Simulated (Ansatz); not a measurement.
# Cl₂HInO: up Jacob's ladder to CCSD(T)

An exercise on one series of results from a longer session: the logs are not shown, and one member is left open.

The runs use Ansatz 0.2.0, Gaussian basis; functionals in def2-TZVPP, the program's frozen cores in correlated methods.

Plan: LDA (SPW92), PBE-D4, revPBE-D4, BLYP-D4, r2SCAN-D4, B97M-V, PBE0-D4, B3LYP-D4, r2SCANh-D4, r2SCAN0-D4, HSE06-D4, BHLYP-D4, CAM-B3LYP-D4, LC-ωPBE, ωB97X-V, ωB97M-V, B2PLYP, PBE-QIDH; CCSD(T)/def2-SVP; CCSD(T)/def2-TZVPP; CCSD(T)/def2-QZVPP; extrapolation to the limit; RPA on PBE.

## Structure used throughout

The geometry comes from an earlier relaxation with PBE0-D4 in a triple-zeta def2 set; it is a stationary point. In takes the def2 core potential; no spin-orbit term is included.

SMILES `[OH][In]([Cl])[Cl]`, 5 atoms, charge 0, spin multiplicity 1.

Atoms are counted from 1 here; the program's logs count them from 0.

Bond lengths: O1–In2 1.961 Å, O1–H5 0.962 Å, In2–Cl3 2.307 Å, In2–Cl4 2.290 Å. Angles: In2–O1–H5 111.7°, O1–In2–Cl3 119.6°, O1–In2–Cl4 119.8°, Cl3–In2–Cl4 120.6°.

The first run:

File in.yaml:

```yaml
crystal:
  periodic: [false, false, false]
  atoms:
    - {symbol: O, position_ang: [-0.347781, 1.510225, -0.137209]}
    - {symbol: In, position_ang: [-0.087867, -0.432873, -0.100810]}
    - {symbol: Cl, position_ang: [1.722607, -1.320577, 1.019928]}
    - {symbol: Cl, position_ang: [-1.580642, -1.801637, -1.170588]}
    - {symbol: H, position_ang: [0.343583, 1.971162, 0.347179]}
basis:
  gaussian: {orbitals: def2-TZVPP}
hamiltonian: {xc: lda}
output: {orbitals: {seedname: orbitals}}
```

Launch:

```sh
$ ansatz run in.yaml --threads 2 --pin off --events-out ev --progress --plain --max-ram 31744MiB --backend cpu
```

Steps of the session up to this table: LDA; PBE-D4 (GGA); revPBE-D4 (GGA); BLYP-D4 (GGA); r2SCAN-D4 (meta-GGA); B97M-V (meta-GGA); PBE0-D4 (hybrid); B3LYP-D4 (hybrid); r2SCANh-D4 (hybrid); r2SCAN0-D4 (hybrid); HSE06-D4 (hybrid); BHLYP-D4 (hybrid); CAM-B3LYP-D4 (range-separated); LC-ωPBE (range-separated); ωB97X-V (range-separated); ωB97M-V (range-separated); B2PLYP (double hybrid); PBE-QIDH (double hybrid).

One of the session's tables, all rows but one given; the rest of the session is left out.

It belongs to the step «Orbital energies across the functionals». 

| functional | HOMO (eV) | LUMO (eV) | gap (eV) |
| --- | --- | --- | --- |
| LDA (SPW92) | -7.87 | -3.78 | 4.09 |
| PBE-D4 | ? | ? | ? |
| revPBE-D4 | -7.56 | -3.32 | 4.24 |
| BLYP-D4 | -7.53 | -3.41 | 4.11 |
| r2SCAN-D4 | -8.02 | -3.24 | 4.78 |
| B97M-V | -8.07 | -3.29 | 4.78 |
| PBE0-D4 | -9.24 | -2.56 | 6.68 |
| B3LYP-D4 | -8.96 | -2.89 | 6.08 |
| r2SCANh-D4 | -8.63 | -2.92 | 5.71 |
| r2SCAN0-D4 | -9.49 | -2.44 | 7.05 |
| HSE06-D4 | -8.84 | -2.93 | 5.91 |
| BHLYP-D4 | -10.55 | -1.69 | 8.85 |
| CAM-B3LYP-D4 | -10.63 | -1.62 | 9.01 |
| LC-ωPBE | -12.03 | -0.29 | 11.74 |
| ωB97X-V | -11.65 | -0.47 | 11.18 |
| ωB97M-V | -11.51 | -0.60 | 10.92 |

Estimate the missing values for PBE-D4.

As computed: HOMO (eV): -7.64; LUMO (eV): -3.45; gap (eV): 4.19. In the column «HOMO (eV)» it lies between LDA (SPW92) (-7.87) and revPBE-D4 (-7.56).
